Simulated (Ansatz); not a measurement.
I need an atomisation energy of C₂H₂AlCl, SMILES C#[C][AlH][Cl]. Use Ansatz 0.2.0 through its Python package. Use (for the species named): r2scan0, cc-pVDZ basis, multiplicity 1.

```yaml
atoms:
  - { symbol: C, position_ang: [0.3164, 0.8884, -1.6388] }
  - { symbol: C, position_ang: [0.1298, 0.3739, -0.5909] }
  - { symbol: Al, position_ang: [-0.1161, -0.5184, 1.1033] }
  - { symbol: Cl, position_ang: [-1.1688, -2.3874, 1.2332] }
  - { symbol: H, position_ang: [0.3879, 1.4148, -2.5995] }
  - { symbol: H, position_ang: [0.4929, 0.1646, 2.4466] }
```

`tae_c2h2alcl.py`
```python
# -*- coding: utf-8 -*-
"""Atomisation energy of C2H2AlCl at the given geometry."""

from collections import Counter

import ansatz as az


def total_energy(molecule, charge=0, unpaired=0):
    calc = (
        molecule.calculation()
        .basis(gaussian="cc-pVDZ")
        .functional("r2scan0")
    )
    if charge:
        calc = calc.charge(charge)
    if unpaired:
        calc = calc.spin("collinear", total=unpaired)
    report = calc.run().report
    if report["published_state_doubts"]:
        print("  doubts:", report["published_state_doubts"])
    return report["free_energy_ev"]

GEOMETRY = """
C     0.31640    0.88840   -1.63880
C     0.12980    0.37390   -0.59090
Al   -0.11610   -0.51840    1.10330
Cl   -1.16880   -2.38740    1.23320
H     0.38790    1.41480   -2.59950
H     0.49290    0.16460    2.44660
"""

molecule = az.Crystal.molecule()
for line in GEOMETRY.strip().splitlines():
    symbol, *xyz = line.split()
    molecule = molecule.atom(symbol, [float(v) for v in xyz])

# unpaired electrons of the ground-state atoms
unpaired = {"C": 2, "Al": 1, "Cl": 1, "H": 1}
counts = Counter(site.symbol for site in molecule.cartesian_sites)
atom_energy = {s: total_energy(az.Crystal.molecule().atom(s, (0, 0, 0)), 0, unpaired[s]) for s in counts}
whole = total_energy(molecule, 0, 0)
for s, e in atom_energy.items():
    print(f"{s:2s} x{counts[s]}  {e:14.5f} eV")
print(f"C2H2AlCl: {whole:.5f} eV")
split = sum(counts[s] * e for s, e in atom_energy.items()) - whole
print(f"atomisation energy (no zero-point term): {23.060548 * split:.1f} kcal/mol, {split / sum(counts.values()):.3f} eV an atom")
```

Output of `python tae_c2h2alcl.py`:
```text
C  x2     -1029.34840 eV
Al x1     -6594.02386 eV
Cl x1    -12520.21662 eV
H  x2       -13.58463 eV
C2H2AlCl: -21222.84614 eV
atomisation energy (no zero-point term): 524.4 kcal/mol, 3.790 eV an atom
```

524.4 kcal/mol from the electronic energies, without the zero-point term.

Caveats:
- Total energies depend on the basis set; only differences at equal settings carry meaning.
- The geometry is a force-field or estimated start, not a minimum of this method, and the basis set is short of its limit. All parts are taken at fixed geometry, without zero-point energy.
- For Al to Cl the sets with a tight d function, cc-pV(X+d)Z, are usual.
- Timing: 6.7 s on 1 thread of Arm Neoverse V1 (shared host), peak memory 0.21 GiB.
